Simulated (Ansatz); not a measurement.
# AgCl6: the cost of one run

Program: Ansatz 0.2.0. Level of theory: DFT PBE, scalar-relativistic, plane waves, PAW. These are calculated values, not measurements.

1 further run of the same task is left out (it didn't finish).

**1. The system as given**

The structure is cubic, space group Pm-3m (No. 221). Conventional cell: a = 5.662 Å, b = 5.662 Å, c = 5.662 Å, α = 90.00°, β = 90.00°, γ = 90.00°. Ag (site symmetry m-3m) has 24 Cl at 4.17 Å as nearest neighbours. Around Cl (site symmetry 4mm) lie 5 Cl at 2.34 to 2.35 Å.

As a file:

```
CELL_PARAMETERS angstrom
5.66221 0.00000 0.00000
0.00000 5.66221 0.00000
0.00000 0.00000 5.66221
ATOMIC_POSITIONS crystal
Ag 0.00000 0.00000 0.00000
Cl 0.20700 0.50000 0.50000
Cl 0.50000 0.20700 0.50000
Cl 0.79300 0.50000 0.50000
Cl 0.50000 0.79300 0.50000
Cl 0.50000 0.50000 0.20700
Cl 0.50000 0.50000 0.79300
```

A structure generator made this guess: species swapped into a database cell of GdB6 (Pm-3m, No. 221), with Ag on the Gd sites and Cl on the B sites. Lengths come from tabulated atomic sizes and are only a guess.

**2. A first look at the guess**

Contents of input.yaml:

```yaml
crystal:
  lattice:
    - [5.66220942, 0.0, 0.0]
    - [0.0, 5.66220942, 0.0]
    - [0.0, 0.0, 5.66220942]
  atoms:
    - { symbol: Ag, position: [0.0, 0.0, 0.0] }
    - { symbol: Cl, position: [0.207, 0.5, 0.5] }
    - { symbol: Cl, position: [0.5, 0.207, 0.5] }
    - { symbol: Cl, position: [0.793, 0.5, 0.5] }
    - { symbol: Cl, position: [0.5, 0.793, 0.5] }
    - { symbol: Cl, position: [0.5, 0.5, 0.207] }
    - { symbol: Cl, position: [0.5, 0.5, 0.793] }
basis:
  ecutwfc: 420
kpoints:
  mp_grid: { grid: [4, 4, 4] }
hamiltonian:
  xc: pbe
scf:
  occupations: { method: gaussian, width: 0.1 }
  lower_state_search: "off"
output:
  forces: true
  stress: true
  eigenvalues: true
```

On the command line:

```
> ansatz run input.yaml --threads 1 --pin off --max-ram 2048MiB --backend cpu --events-out ev --progress --plain --runs-dir out
```

**Question.** How long does this run take on 1 thread of Arm Neoverse V2, shared host, and how much memory does it need?

About 4.2 s, with a peak of 0.39 GiB.
